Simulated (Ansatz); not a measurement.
**AlFH3NS2: basis-set convergence**

One table from this session's results is given with a row withheld; the runs are named, their logs left out.

The runs use Ansatz 0.2.0, Gaussian basis; one geometry, several basis sets.

Levels to be run: PBE0-D4/def2-SVP; ωB97M-V/def2-SVP; PBE0-D4/def2-QZVPP; ωB97M-V/def2-QZVPP; the functionals' def2-TZVPP values are taken from earlier runs.

## The geometry

All runs share one geometry, relaxed beforehand with PBE0-D4 in a triple-zeta def2 set.

8 atoms, charge 0, spin multiplicity 1.

Atoms are counted from 1 here; the program's logs count them from 0.

Bond lengths: N1–Al2 1.758 Å, N1–H6 1.006 Å, N1–H7 1.006 Å, Al2–F3 1.650 Å, Al2–S4 2.208 Å, Al2–S5 2.468 Å, S4–S5 2.102 Å, S5–H8 1.350 Å. Angles: Al2–N1–H6 124.7°, Al2–N1–H7 124.3°, H6–N1–H7 111.0°, N1–Al2–F3 118.5°, N1–Al2–S4 120.1°, N1–Al2–S5 118.9°, F3–Al2–S4 120.0°, F3–Al2–S5 106.1°, S4–Al2–S5 53.1°, Al2–S4–S5 69.8°, Al2–S5–S4 57.1°, Al2–S5–H8 97.6°, S4–S5–H8 99.8°.

Set-up of the first run:

in.yaml

```yaml
crystal:
  periodic: [false, false, false]
  atoms:
    - {symbol: N, position_ang: [0.880258, 1.208773, 0.131464]}
    - {symbol: Al, position_ang: [0.466375, -0.485231, 0.354883]}
    - {symbol: F, position_ang: [0.840788, -1.205149, 1.791188]}
    - {symbol: S, position_ang: [-0.125497, -1.719616, -1.377963]}
    - {symbol: S, position_ang: [-1.812064, -1.241470, -0.218770]}
    - {symbol: H, position_ang: [0.870958, 1.688578, -0.752169]}
    - {symbol: H, position_ang: [1.189328, 1.819070, 0.869326]}
    - {symbol: H, position_ang: [-2.218047, -0.121954, -0.853761]}
basis:
  gaussian: {orbitals: def2-SVP}
hamiltonian: {xc: pbe0, dispersion: d4}
output: {orbitals: {seedname: orbitals}}
```

Launch:

```sh
$ ansatz run in.yaml --threads 4 --pin off --events-out ev --progress --plain --max-ram 10444MiB
```

Among the steps run: PBE0-D4 in def2-SVP; ωB97M-V in def2-SVP; PBE0-D4 in def2-QZVPP; ωB97M-V in def2-QZVPP.

One table of the session follows, with a row left open; its other results are not shown here.

It belongs to the step «Density functionals: the series». 

```
functional       basis  HOMO (eV)
   PBE0-D4    def2-SVP      -7.18
   PBE0-D4  def2-TZVPP      -7.30
   PBE0-D4  def2-QZVPP      -7.35
   ωB97M-V    def2-SVP          ?
   ωB97M-V  def2-TZVPP      -9.52
   ωB97M-V  def2-QZVPP      -9.57
```

Q: Estimate the row for ωB97M-V, def2-SVP from the others.

As computed: HOMO (eV): -9.40. In the column «HOMO (eV)» it lies between ωB97M-V, def2-TZVPP (-9.52) and PBE0-D4, def2-QZVPP (-7.35).
